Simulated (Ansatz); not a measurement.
# Mg6SnMo (Amm2) in Ansatz: single point with PBE

Aim: the single point of Mg6SnMo with PBE.

All numbers are computed with Ansatz 0.2.0; they aren't measurements. Logs are shortened: lines on timing, memory, paths and dates and some standing lists are left out, and cuts for length are marked.

## 1. Starting point

The structure is orthorhombic, space group Amm2 (No. 38). The conventional cell has a = 4.956 Å, b = 6.262 Å, c = 10.654 Å, α = 90.00°, β = 90.00°, γ = 90.00°. Sn (site symmetry mm2) is surrounded by 10 Mg at 2.95 to 3.23 Å and 2 Mo at 3.00 Å. Mo (site symmetry mm2) has 2 Sn at 3.00 Å and 10 Mg at 3.02 to 3.13 Å as nearest neighbours. Mg (site symmetry mm2) has 10 Mg at 3.06 to 3.10 Å and 2 Mo at 3.13 Å as nearest neighbours. Around Mg (site symmetry m) lie 2 Mo at 3.05 to 3.13 Å and 8 Mg at 3.05 to 3.19 Å and 2 Sn at 3.11 Å. Mg (site symmetry mm2) has 10 Mg at 3.05 to 3.10 Å and 2 Sn at 3.13 Å as nearest neighbours. Mg (site symmetry m) is surrounded by 2 Sn at 2.95 to 3.23 Å and 8 Mg at 2.99 to 3.27 Å and 2 Mo at 3.02 Å.

The cell comes from a database or a generator and needn't be the stable form of this composition.

## 2. Single point, PBE

input.yaml reads:

```yaml
crystal:
  lattice:
    - [4.956357, 0.0, 0.0]
    - [0.0, 3.1307925, 5.3272295]
    - [0.0, -3.1307925, 5.3272295]
  atoms:
    - { symbol: Sn, position: [0.0, 0.824863, 0.824863] }
    - { symbol: Mo, position: [0.5, 0.666146, 0.666146] }
    - { symbol: Mg, position: [0.5, 0.165772, 0.165772] }
    - { symbol: Mg, position: [0.5, 0.664004, 0.17353] }
    - { symbol: Mg, position: [0.5, 0.17353, 0.664004] }
    - { symbol: Mg, position: [0.0, 0.333724, 0.333724] }
    - { symbol: Mg, position: [0.0, 0.824917, 0.347045] }
    - { symbol: Mg, position: [0.0, 0.347045, 0.824917] }
hamiltonian:
  xc: pbe
  pseudopotentials: { kind: paw }
kpoints:
  mp_grid: { grid: [6, 5, 5] }
scf:
  occupations: { method: gaussian, width: 0.02 }
output:
  forces: true
  stress: true
  eigenvalues: true
```

Potentials or basis: Ansatz PAW.

Launch:

```bash
$ ansatz run input.yaml --threads 4 --pin off --max-ram 11264MiB --backend cpu --events-out ev --progress --plain --runs-dir out
```

Standard output:

```text
Warning: RAYON_NUM_THREADS=4 ignored (pool sized by the plan → 4); use --threads N
Engine: ansatz 0.2.0, aarch64-unknown-linux-gnu
Pseudopotentials: kind: paw
Pseudopotential: Sn, paw, valence charge 14, recommended cutoff 420 eV (normal), Sn.paw.azcp
Pseudopotential: Mo, paw, valence charge 14, recommended cutoff 420 eV (normal), Mo.paw.azcp
Pseudopotential: Mg, paw, valence charge 10, recommended cutoff 420 eV (normal), Mg.paw.azcp
Functional definition: PBE
  parameter kappa = 0.804
  parameter beta = 0.06672455060314922
  exchange = pbe_x(kappa = kappa, mu = beta*pi^2/3)
  correlation = pbe_c(beta = beta)
Crystal: 8 atoms, lattice volume = 165.329 Å³
Basis set: ecut = 420 eV, 3251 PW (Γ), exchange–correlation on 72×90×90 points (8 copies of the dense FFT grid, shifted against one another)
Bands: 53, of which v1, the nominal top of the filled ones, is band 44 counted from 1 (43 counted from 0)
Symmetry: 4 space group operations
Space group: Amm2 (ITA 38), of the structure as read, at distance tolerance 5.5e-5 Å
k-points: 36 of 150 (time reversal used)
Non-local potential: Sn, projectors of the file, l = 0: 2, l = 1: 2, l = 2: 2, l = 3: 2
Non-local potential: Mo, projectors of the file, l = 0: 3, l = 1: 2, l = 2: 2, l = 3: 1
Non-local potential: Mg, projectors of the file, l = 0: 3, l = 1: 2, l = 2: 1
PAW form: soft (Blöchl's): semilocal exchange-correlation on the pseudo side does not see the compensation charge
PAW one-centre angular grid: Sn, 590 points (default); XC on 64 Gauss nodes
PAW one-centre angular grid: Mo, 590 points (default); XC on 64 Gauss nodes
PAW one-centre angular grid: Mg, 110 points (default); XC on 64 Gauss nodes
Initial density: superposition of atomic densities (neutral atoms: chi_scale 0, normalization atom), corrected by the library's trained network
Initial wavefunctions: pseudopotential atomic-orbital guess
Functional: x = pbe(κ = 0.804, μ = 0.2195149727645171), c = pbe(β = 0.06672455060314922)
SCF iter   1: F=—  HF=-22521.963987 eV  |F-HF|=—  |Δ(HF+E_count)|=         —  Δρ=3.49e-3  dr2=3.14e-2  ethr=1.77e-3  ⟨swp⟩=7.8  Hψ=7986  notcnv=0  defer=2
preconditioner: auto → Kerker (q_TF=auto, 2.456 Å⁻¹)  [metal: Δε(μ)=0.008 eV  Ē_g=5.063 eV  σ=0.020 eV  W_gap=0.23  n_scr=44 (ndim 8)  ℏωp=13.5 eV  f_vac=0.000  D(μ)=8.74/eV (n_scr^D=74)]
SCF iter   2: F=—  HF=-22521.960729 eV  |F-HF|=—  |Δ(HF+E_count)|=   3.26e-3  Δρ=2.04e-3  dr2=1.27e-2  ethr=3.57e-5  ⟨swp⟩=2.3  Hψ=2820  notcnv=0  defer=102
SCF iter   3: F=—  HF=-22521.959051 eV  |F-HF|=—  |Δ(HF+E_count)|=   1.68e-3  Δρ=3.71e-4  dr2=6.22e-4  ethr=1.44e-5  ⟨swp⟩=2.0  Hψ=2327  notcnv=0  defer=102
SCF iter   4: F=—  HF=-22521.958953 eV  |F-HF|=—  |Δ(HF+E_count)|=   9.78e-5  Δρ=1.45e-4  dr2=1.03e-4  ethr=7.07e-7  ⟨swp⟩=2.1  Hψ=2258  notcnv=0  defer=102
SCF iter   5: F=—  HF=-22521.958922 eV  |F-HF|=—  |Δ(HF+E_count)|=   3.07e-5  Δρ=4.35e-5  dr2=3.43e-6  ethr=1.17e-7  ⟨swp⟩=2.0  Hψ=2698  notcnv=0  defer=102
SCF iter   6: F=—  HF=-22521.958809 eV  |F-HF|=—  |Δ(HF+E_count)|=   1.14e-4  Δρ=1.70e-5  dr2=6.52e-7  ethr=3.89e-9  ⟨swp⟩=2.0  Hψ=3269  notcnv=0  defer=102
SCF iter   7: F=-22521.958808 eV  HF=-22521.958808 eV  |F-HF|=3.30e-8  |Δ(HF+E_count)|=   1.56e-7  Δρ=3.85e-6  dr2=4.79e-8  ethr=1.14e-10  ⟨swp⟩=8.8  Hψ=8890  notcnv=0
SCF 1 converged in 7 iterations: F = -22521.958808 eV  dr2 = 4.79e-8
SCF converged after 7 iterations
Free energy (F): -22521.958808 eV
Harris-Foulkes:  -22521.958808 eV  (|F-HF|=3.30e-8)
Internal energy: -22521.956960 eV  (E = F + TS)
E sigma→0 (E₀):  -22521.957884 eV
Entropy (-TS):   -0.001848 eV (-0.231 meV/atom)
Fermi energy:    8.432150 eV
--- Per-component energies (eV) ---
  E_band       = -2290.322273
  E_kinetic    = 1078.486741
  E_local      = -11291.539528  (includes V_loc(G=0)·N_el)
  E_nonlocal   = 686.652025
  E_hartree    = 4225.230099
  E_xc         = -736.670727
  E_vxc        = -545.377298  (∫ρ·V_xc dr)
  E_paw        = -9093.504439  (= ΣΔE_a)
  E_vpaw       = -669.010647  (= ΣTr[D̂ρ^β])
  E_aug_tail   = 0.000027  (compensation charges beyond the density's cutoff)
  E_ewald      = -7390.611158
  E_smearing   = -0.001848  (= −TS)
  E_closure    = 0.000000  (closes the sum)
  Σ components = -22521.958808   (vs F -22521.958808, Δ=0.00e0)
--- Forces (eV/Å), atoms counted from 1 ---
  atom   1  Sn     0.00000000     0.00000000    -0.02246839
  atom   2  Mo    -0.00000000     0.00000000     0.02959333
  atom   3  Mg     0.00000000    -0.00000000    -0.02076607
  atom   4  Mg     0.00000000     0.00618542     0.01700503
  atom   5  Mg     0.00000000    -0.00618542     0.01700503
  atom   6  Mg     0.00000000    -0.00000000    -0.01372162
  atom   7  Mg    -0.00000000    -0.00965450    -0.00333168
  atom   8  Mg    -0.00000000     0.00965450    -0.00333168
  max |Σ_I F_I| component: 1.61e-5 eV/Å
--- Stress (GPa, compression-positive) ---
       -0.066253       0.000000       0.000000
        0.000000      -0.487548      -0.000000
        0.000000      -0.000000      -0.148819
  P = ⅓ Tr σ = -0.2342 GPa (-2.342 kbar)
--- Band table (eV; the first three rows and the last of 36) ---
  k-point 0: bands = ["-67.6626", "-67.1831", "-67.1817", "-67.0768", "-67.0753", "-66.9769", "-51.9374", "-34.4220", "-34.4167", "-34.4158", "-33.9708", "-33.9611", "-33.9594", "-33.9525", "-33.8913", "-33.8849", "-33.8605", "-33.8545", "-33.8484", "-33.8287", "-33.7977", "-33.7930", "-33.7554", "-33.7474", "-33.6838", "-26.0363", "-26.0284", "-25.9864", "-12.7062", "-12.6992", "-12.6619", "-12.6270", "-12.6268", "-0.2314", "3.9094", "5.0597", "5.1177", "6.0532", "6.2494", "6.4223", "6.5800", "7.3411", "7.6195", "7.8605", "8.8059", "8.8942", "9.9354", "11.0152", "11.5345", "11.6350", "11.6914", "12.1900", "12.2506"]
  k-point 1: bands = ["-67.6626", "-67.1829", "-67.1818", "-67.0767", "-67.0754", "-66.9769", "-51.9374", "-34.4220", "-34.4167", "-34.4157", "-33.9690", "-33.9610", "-33.9596", "-33.9540", "-33.8907", "-33.8855", "-33.8598", "-33.8548", "-33.8473", "-33.8304", "-33.7973", "-33.7934", "-33.7556", "-33.7473", "-33.6838", "-26.0364", "-26.0285", "-25.9864", "-12.7059", "-12.6991", "-12.6619", "-12.6269", "-12.6268", "-0.0965", "3.2920", "4.6700", "5.1453", "6.0014", "6.3066", "6.7785", "7.3630", "7.5213", "7.8689", "7.9658", "8.7511", "9.1793", "9.8927", "10.3025", "11.0183", "11.4387", "11.8725", "11.9245", "12.4118"]
  k-point 2: bands = ["-67.6626", "-67.1826", "-67.1821", "-67.0765", "-67.0756", "-66.9769", "-51.9374", "-34.4220", "-34.4167", "-34.4156", "-33.9646", "-33.9605", "-33.9600", "-33.9579", "-33.8893", "-33.8870", "-33.8584", "-33.8553", "-33.8447", "-33.8339", "-33.7963", "-33.7945", "-33.7559", "-33.7473", "-33.6839", "-26.0367", "-26.0287", "-25.9864", "-12.7056", "-12.6989", "-12.6619", "-12.6267", "-12.6267", "0.1862", "2.5122", "4.3569", "4.7517", "6.4174", "6.6912", "7.2345", "7.3922", "7.9977", "8.0846", "8.3787", "8.8500", "9.3826", "9.8181", "10.3164", "10.9061", "11.0387", "11.3513", "11.7714", "11.8738"]
  k-point 35: bands = ["-67.6626", "-67.1829", "-67.1818", "-67.0767", "-67.0754", "-66.9769", "-51.9374", "-34.4220", "-34.4166", "-34.4155", "-33.9682", "-33.9613", "-33.9595", "-33.9540", "-33.8903", "-33.8855", "-33.8605", "-33.8548", "-33.8475", "-33.8304", "-33.7955", "-33.7938", "-33.7561", "-33.7490", "-33.6836", "-26.0363", "-26.0287", "-25.9877", "-12.7048", "-12.6986", "-12.6626", "-12.6297", "-12.6246", "0.7868", "3.9278", "3.9513", "4.2618", "4.6254", "5.2341", "6.8091", "7.3924", "7.7777", "7.8089", "8.1068", "8.3902", "9.6853", "9.8622", "10.5790", "10.9103", "11.6074", "12.5264", "12.9490", "13.5666"]
```

Run time: 5.5 s. Hardware: 4 threads of Arm Neoverse V2, shared host; peak memory 0.6 GiB.

What came out:

- Free energy: -22521.9588 eV
- Pressure: -0.2 GPa
- Largest force: 0.030 eV/Å
- Band gap on the k mesh: none (metal or under the smearing width)

Forces in eV/Å, atoms in the order of the input:
```
Sn   0.000  0.000 -0.022
Mo   0.000  0.000  0.030
Mg   0.000  0.000 -0.021
Mg   0.000  0.006  0.017
Mg   0.000 -0.006  0.017
Mg   0.000  0.000 -0.014
Mg   0.000 -0.010 -0.003
Mg   0.000  0.010 -0.003
```

Levels at points of the mesh, in eV from the Fermi level:
| k point | band 40 | band 41 | band 42 | band 43 | band 44 | band 45 | band 46 | band 47 | band 48 | band 49 |
| --- | --- | --- | --- | --- | --- | --- | --- | --- | --- | --- |
| (0.00, 0.00, 0.00) | -2.01 | -1.85 | -1.09 | -0.81 | -0.57 | 0.37 | 0.46 | 1.50 | 2.58 | 3.10 |
| (-0.50, 0.00, 0.00) | -1.60 | -1.32 | -1.27 | -1.15 | -0.67 | -0.34 | -0.33 | -0.23 | 1.25 | 1.76 |
